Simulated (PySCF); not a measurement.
# [Pb(OH)3]+: other functionals and bases at one geometry

One table from this session's results is given with a row withheld; the runs are named, their logs left out.

Program: PySCF 2.14.0. Level of theory: several levels, as the steps say, no spin–orbit coupling. These are calculated values, not measurements.

1 further run of the same task is left out (for a known fault of the program).

**Starting geometry**

7 atoms, charge 1, spin multiplicity 1.

Bond lengths: Pb1–O2 2.032 Å, Pb1–O4 2.032 Å, Pb1–O6 2.032 Å, O2–H3 0.976 Å, O4–H5 0.976 Å, O6–H7 0.976 Å. Angles: O2–Pb1–O4 120.0°, O2–Pb1–O6 120.0°, O4–Pb1–O6 120.0°, Pb1–O2–H3 111.0°, Pb1–O4–H5 111.0°, Pb1–O6–H7 111.0°.

Coordinates:

```xyz
7
H3O3Pb
Pb    0.00000    0.00000    0.12022
O     2.00309    0.33897    0.12031
H     2.49951   -0.50157    0.12054
O    -1.29510    1.56524    0.12031
H    -0.81539    2.41543    0.12054
O    -0.70799   -1.90421    0.12031
H    -1.68413   -1.91386    0.12054
```

Formal oxidation states: Pb +4. An earlier session relaxed this geometry at PBE0, Pb def2-SVP with ECP60, O def2-SVP, H def2-SVP (singlet, point group C3h).

At PBE0 on the finer grid: E = -419.573354 Eh, HOMO -15.05 eV, LUMO -10.04 eV, Mulliken charge on Pb1 +1.30 e, largest force component 0.004 eV/Å. 

Levels to run: revPBE; BLYP; PBE0, TZVP. Hardware: 2 threads of Arm Neoverse V2, shared host.

Set-up of the first run:

File run.py (the lines that set the calculation):

```python
mol = gto.M(atom='''
Pb     0.00000     0.00000     0.12022
O      2.00309     0.33897     0.12031
H      2.49951    -0.50157     0.12054
O     -1.29510     1.56524     0.12031
H     -0.81539     2.41543     0.12054
O     -0.70799    -1.90421     0.12031
H     -1.68413    -1.91386     0.12054''',
    basis={'Pb': 'def2-SVP', 'O': 'def2-SVP', 'H': 'def2-SVP'},
    ecp={'Pb': 'def2-SVP'},
    charge=1, spin=0)
mf = dft.RKS(mol, xc='PBE_R,PBE')
mf.grids.atom_grid = (75, 302)
mf = mf.density_fit()  # fitting sets: Pb def2-universal-JKFIT, O def2-universal-JKFIT, H def2-universal-JKFIT
mf.conv_tol = 1e-08; mf.max_cycle = 55
mf.kernel(dm0)  # dm0: the density of the relaxed state
```

Run with:

```bash
OMP_NUM_THREADS=2 python run.py
```

Steps of the session up to this table: revPBE; BLYP; PBE0, TZVP.

One table of the session follows, with a row left open; its other results are not shown here.

| level | HOMO (eV) | gap (eV) | charge on Pb1 (e) | largest force component (eV/Å) |
| --- | --- | --- | --- | --- |
| PBE0 (relaxed here) | -15.05 | 5.01 | 1.30 | 0.00 |
| revPBE | -13.13 | 2.38 | 1.17 | 0.94 |
| BLYP | ? | ? | ? | ? |
| PBE0, TZVP | -15.19 | 5.05 | 1.38 | 0.61 |

Q: Estimate the row for BLYP from the others.

As computed: HOMO (eV): -13.05; gap (eV): 2.33; charge on Pb1 (e): 1.13; largest force component (eV/Å): 1.01. In the column «HOMO (eV)» it is the highest.

In one basis the HOMO–LUMO gap runs from 2.33 eV (BLYP) to 5.01 eV (PBE0). The largest leftover force, 1.01 eV/Å with BLYP, stands at a geometry relaxed at another level. Total energies of different levels can't be compared.
